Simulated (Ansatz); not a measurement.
# C2H4BrFSi: one species, many methods

One table from this session's results is given with a row withheld; the runs are named, their logs left out.

The runs use Ansatz 0.2.0, Gaussian basis; functionals in def2-TZVPP, the program's frozen cores in correlated methods.

Plan: LDA (SPW92), PBE-D4, revPBE-D4, BLYP-D4, r2SCAN-D4, B97M-V, PBE0-D4, B3LYP-D4, r2SCANh-D4, r2SCAN0-D4, HSE06-D4, BHLYP-D4, CAM-B3LYP-D4, LC-ωPBE, ωB97X-V, ωB97M-V, B2PLYP, PBE-QIDH; CCSD(T)/def2-SVP; CCSD(T)/def2-TZVPP; MP2/def2-QZVPP; extrapolation to the limit; RPA on PBE.

## Structure used throughout

The geometry comes from an earlier relaxation with PBE0-D4 in a triple-zeta def2 set; it is a stationary point, not always the lowest conformer.

SMILES `C=C[SiH](F)Br`, 9 atoms, charge 0, spin multiplicity 1.

Atoms are counted from 1 here; the program's logs count them from 0.

Bond lengths: C1–C2 1.331 Å, C1–H6 1.086 Å, C1–H7 1.087 Å, C2–Si3 1.837 Å, C2–H8 1.088 Å, Si3–F4 1.593 Å, Si3–Br5 2.210 Å, Si3–H9 1.477 Å. Angles: C2–C1–H6 122.2°, C2–C1–H7 121.8°, H6–C1–H7 116.0°, C1–C2–Si3 120.4°, C1–C2–H8 119.4°, Si3–C2–H8 120.2°, C2–Si3–F4 110.8°, C2–Si3–Br5 110.5°, C2–Si3–H9 111.3°, F4–Si3–Br5 106.7°, F4–Si3–H9 108.5°, Br5–Si3–H9 108.9°.

The first run:

Input file in.yaml:

```yaml
crystal:
  periodic: [false, false, false]
  atoms:
    - {symbol: C, position_ang: [-1.215799, 0.966190, -0.183837]}
    - {symbol: C, position_ang: [-0.240835, 0.211056, -0.683926]}
    - {symbol: Si, position_ang: [0.813390, -0.801763, 0.429127]}
    - {symbol: F, position_ang: [0.708676, -2.347076, 0.057245]}
    - {symbol: Br, position_ang: [2.939251, -0.239309, 0.207829]}
    - {symbol: H, position_ang: [-1.848238, 1.586551, -0.812043]}
    - {symbol: H, position_ang: [-1.424369, 0.999123, 0.882369]}
    - {symbol: H, position_ang: [-0.061572, 0.212194, -1.756579]}
    - {symbol: H, position_ang: [0.418095, -0.633165, 1.842617]}
basis:
  gaussian: {orbitals: def2-TZVPP}
hamiltonian: {xc: lda}
output: {orbitals: {seedname: orbitals}}
```

The run is started by

```
$ ansatz run in.yaml --threads 2 --pin off --events-out ev --progress --plain --max-ram 32768MiB --backend cpu
```

Steps of the session up to this table: LDA; PBE-D4 (GGA); revPBE-D4 (GGA); BLYP-D4 (GGA); r2SCAN-D4 (meta-GGA); B97M-V (meta-GGA); B3LYP-D4 (hybrid); r2SCANh-D4 (hybrid); r2SCAN0-D4 (hybrid); HSE06-D4 (hybrid); BHLYP-D4 (hybrid); CAM-B3LYP-D4 (range-separated); LC-ωPBE (range-separated); ωB97X-V (range-separated); ωB97M-V (range-separated); B2PLYP (double hybrid); PBE-QIDH (double hybrid).

One of the session's tables, all rows but one given; the rest of the session is left out.

It belongs to the step «Frontier levels by functional». 

| functional | HOMO (eV) | gap (eV) |
| --- | --- | --- |
| LDA (SPW92) | -7.34 | 4.95 |
| PBE-D4 | -7.18 | 5.05 |
| revPBE-D4 | -7.12 | 5.09 |
| BLYP-D4 | -7.01 | 5.04 |
| r2SCAN-D4 | ? | ? |
| B97M-V | -7.52 | 5.66 |
| PBE0-D4 | -8.41 | 7.26 |
| B3LYP-D4 | -8.15 | 6.80 |
| r2SCANh-D4 | -7.93 | 6.36 |
| r2SCAN0-D4 | -8.60 | 7.56 |
| HSE06-D4 | -8.01 | 6.48 |
| BHLYP-D4 | -9.42 | 9.39 |
| CAM-B3LYP-D4 | -9.71 | 9.73 |
| LC-ωPBE | -11.12 | 12.28 |
| ωB97X-V | -10.73 | 11.83 |
| ωB97M-V | -10.61 | 11.57 |

Q: Estimate the row for r2SCAN-D4 from the others.

Worked estimate for «HOMO (eV)». Against the share of exact exchange, r2SCANh-D4 (0.1, -7.93), r2SCAN0-D4 (0.25, -8.60) give a slope of -4.47 per unit share; at 0 the line stands at -7.48.

As computed: HOMO (eV): -7.48; gap (eV): 5.55. In «HOMO (eV)» the line misses by 0.00.
